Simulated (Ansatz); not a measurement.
**U-revPBE/def2-SVPD run of C2H5BN (SMILES B[N]C=C)**

What is the electronic atomisation energy of C2H5BN at U-revPBE/def2-SVPD? 

Program for the calculation: Ansatz 0.2.0.

40 further runs of the same task are left out: 40 set aside as unsound or not needed.

### 1 The structure to begin with

The species is C2H5BN (9 atoms), meant as a doublet with charge 0. As SMILES, `B[N]C=C`. Geometry: relaxed at PBE0-D4/def2-TZVP.

Bond lengths: B1–N2 1.342 Å, N2–C3 1.284 Å, C3–C4 1.392 Å, B1–H5 1.202 Å, B1–H6 1.202 Å, C3–H7 1.093 Å, C4–H8 1.082 Å, C4–H9 1.083 Å. Angles: B1–N2–C3 179.9°, N2–C3–C4 123.6°, N2–B1–H5 119.4°, N2–B1–H6 119.4°, N2–C3–H7 118.2°, C4–C3–H7 118.1°, C3–C4–H8 120.6°, C3–C4–H9 120.2°, H5–B1–H6 121.3°, H8–C4–H9 119.2°.

### 2 A single-point energy at U-revPBE/def2-SVPD

File job.yaml:

```yaml
crystal:
  periodic: [false, false, false]
  atoms:
    - symbol: B
      position_ang: [-0.864600, 1.674800, -0.110400]
    - symbol: "N"
      position_ang: [-0.486400, 0.387700, -0.106200]
    - symbol: C
      position_ang: [-0.126200, -0.844400, -0.102100]
    - symbol: C
      position_ang: [1.161000, -1.270600, 0.212300]
    - symbol: H
      position_ang: [-1.300900, 2.164000, 0.896800]
    - symbol: H
      position_ang: [-0.758900, 2.316900, -1.120700]
    - symbol: H
      position_ang: [-0.871400, -1.601800, -0.359600]
    - symbol: H
      position_ang: [1.410600, -2.323300, 0.200400]
    - symbol: H
      position_ang: [1.925400, -0.549500, 0.472300]
basis:
  gaussian: {orbitals: def2-SVPD}
magnetization: {spin_polarized: true, initial_magnetization: 1}
hamiltonian: {xc: {name: revPBE}}
accuracy: high
output: {orbitals: {seedname: orbitals}}
```

Started as:

```
$ ansatz run job.yaml --threads 1 --pin off --max-ram 3480MiB --events-out events.jsonl --progress --plain --runs-dir runs
```

Output:

```text
Warning: RAYON_NUM_THREADS=1 ignored (pool sized by the plan → 1); use --threads N
Functional definition: revPBE
  name "revPBE"
  parameter kappa = 1.245
  parameter beta = 0.06672455060314922
  exchange = pbe_x(kappa = kappa, mu = beta*pi^2/3)
  correlation = pbe_c(beta = beta)
2481 factors; integrals over basis functions are off by at most 3.5e-9 eV
mean field evaluation 1: about -4309.8800 eV, gradient 3.5e1 eV
mean field evaluation 2: about -4294.1054 eV, gradient 6.4e1 eV
mean field evaluation 4: about -4316.2764 eV, gradient 4.7e0 eV
mean field evaluation 8: about -4316.4108 eV, gradient 1.2e-1 eV
mean field evaluation 16: about -4316.4100 eV, gradient 1.1e-4 eV
mean field -4316.40995997 eV, -158.6251402611 hartree, gradient 6.6e-8 eV, S^2 0.763408; 0 other end points of the search recorded, 0 dependent functions left out
reference -4316.40996558 eV, -158.6251404671 hartree; 15, 14 occupied and 105, 106 virtual orbitals, 2481 factors
Total energy: -4316.40996558 eV, -158.6251404671 hartree
```

Wall time 15 s (1 thread of Arm Neoverse V2, shared host); peak memory 0.42 GiB.

### 3 The B atom

File run.yaml:

```yaml
crystal:
  periodic: [false, false, false]
  atoms:
    - {symbol: B, position_ang: [0.000000, 0.000000, 0.000000]}
basis:
  gaussian: {orbitals: def2-SVPD}
total_charge: 0
magnetization: {spin_polarized: true, initial_magnetization: 1}
hamiltonian: {xc: {name: revPBE}}
accuracy: high
```

Started as:

```
$ ansatz run run.yaml --threads 1 --pin off --max-ram 3480MiB --events-out events.jsonl --progress --plain --runs-dir runs
```

Output:

```text
Warning: RAYON_NUM_THREADS=1 ignored (pool sized by the plan → 1); use --threads N
Functional definition: revPBE
  name "revPBE"
  parameter kappa = 1.245
  parameter beta = 0.06672455060314922
  exchange = pbe_x(kappa = kappa, mu = beta*pi^2/3)
  correlation = pbe_c(beta = beta)
161 factors; integrals over basis functions are off by at most 2.8e-9 eV
mean field evaluation 1: about -670.0141 eV, gradient 2.7e0 eV
mean field evaluation 2: about -670.0786 eV, gradient 8.2e-1 eV
mean field evaluation 4: about -670.0787 eV, gradient 2.8e-1 eV
mean field evaluation 8: about -670.0797 eV, gradient 2.9e-5 eV
mean field evaluation 16: about -669.9715 eV, gradient 3.6e0 eV
mean field evaluation 32: about -670.0797 eV, gradient 1.2e-3 eV
mean field -670.07969308 eV, -24.6249745242 hartree, gradient 1.9e-8 eV, S^2 0.753274; 2 other end points of the search recorded, 0 dependent functions left out
reference -670.07969596 eV, -24.6249746301 hartree; 3, 2 occupied and 17, 18 virtual orbitals, 161 factors
Total energy: -670.07969596 eV, -24.6249746301 hartree
```

Wall time 0.69 s (1 thread of Arm Neoverse V2, shared host).

### 4 The C atom at the same level

File molecule.yaml:

```yaml
crystal:
  periodic: [false, false, false]
  atoms:
    - {symbol: C, position_ang: [0.000000, 0.000000, 0.000000]}
basis:
  gaussian: {orbitals: def2-SVPD}
hamiltonian: {xc: {name: revPBE}}
magnetization: {spin_polarized: true, initial_magnetization: 2}
accuracy: high
```

Started as:

```
$ ansatz run molecule.yaml --threads 1 --pin off --max-ram 3480MiB --events-out events.jsonl --progress --plain --runs-dir runs
```

Output:

```text
Warning: RAYON_NUM_THREADS=1 ignored (pool sized by the plan → 1); use --threads N
Functional definition: revPBE
  name "revPBE"
  parameter kappa = 1.245
  parameter beta = 0.06672455060314922
  exchange = pbe_x(kappa = kappa, mu = beta*pi^2/3)
  correlation = pbe_c(beta = beta)
163 factors; integrals over basis functions are off by at most 3.2e-9 eV
mean field evaluation 1: about -1028.4881 eV, gradient 4.7e0 eV
mean field evaluation 2: about -1028.5953 eV, gradient 2.5e0 eV
mean field evaluation 4: about -1028.6435 eV, gradient 2.3e-3 eV
mean field evaluation 8: about -1028.6433 eV, gradient 9.4e-6 eV
mean field evaluation 16: about -1028.6433 eV, gradient 6.2e-5 eV
mean field -1028.64330755 eV, -37.8019443129 hartree, gradient 5.1e-8 eV, S^2 2.003159; 1 other end points of the search recorded, 0 dependent functions left out
reference -1028.64331054 eV, -37.8019444228 hartree; 4, 2 occupied and 16, 18 virtual orbitals, 163 factors
Total energy: -1028.64331054 eV, -37.8019444228 hartree
```

It took 0.42 s on 1 thread of Arm Neoverse V2, shared host.

### 5 The H atom

run.yaml, as its differences from that of step 3:

```diff
@@ -3,3 +3,3 @@
   atoms:
-    - {symbol: B, position_ang: [0.000000, 0.000000, 0.000000]}
+    - {symbol: H, position_ang: [0.000000, 0.000000, 0.000000]}
 basis:
```

Run the same way, it converges to -0.50319 Eh (log not shown).

### 6 The N atom at the same level

File molecule.yaml:

```yaml
crystal:
  periodic: [false, false, false]
  atoms:
    - {symbol: "N", position_ang: [0.000000, 0.000000, 0.000000]}
basis:
  gaussian: {orbitals: def2-SVPD}
accuracy: high
magnetization: {spin_polarized: true, initial_magnetization: 3}
hamiltonian: {xc: {name: revPBE}}
```

Run the same way, it converges to -54.52357 Eh (log not shown).

### 7 Outcome

At U-revPBE/def2-SVPD:

| quantity | value |
| --- | --- |
| molecule: total energy | -158.62514 Eh |
| molecule: HOMO energy (highest over α and β) | -5.54 eV |
| molecule: LUMO energy (lowest over α and β) | -4.15 eV |
| molecule: ⟨S²⟩ | 0.763 |
| B atom: total energy | -24.62497 Eh |
| B atom: ⟨S²⟩ | 0.753 |
| C atom: total energy | -37.80194 Eh |
| C atom: ⟨S²⟩ | 2.003 |
| H atom: total energy | -0.50319 Eh |
| H atom: ⟨S²⟩ | 0.750 |
| N atom: total energy | -54.52357 Eh |
| N atom: ⟨S²⟩ | 3.753 |
| electronic atomisation energy | 36.919 eV |

**Reading.** Taking the molecule apart into free atoms costs 36.92 eV (851 kcal/mol), before zero-point energy and without spin-orbit coupling.
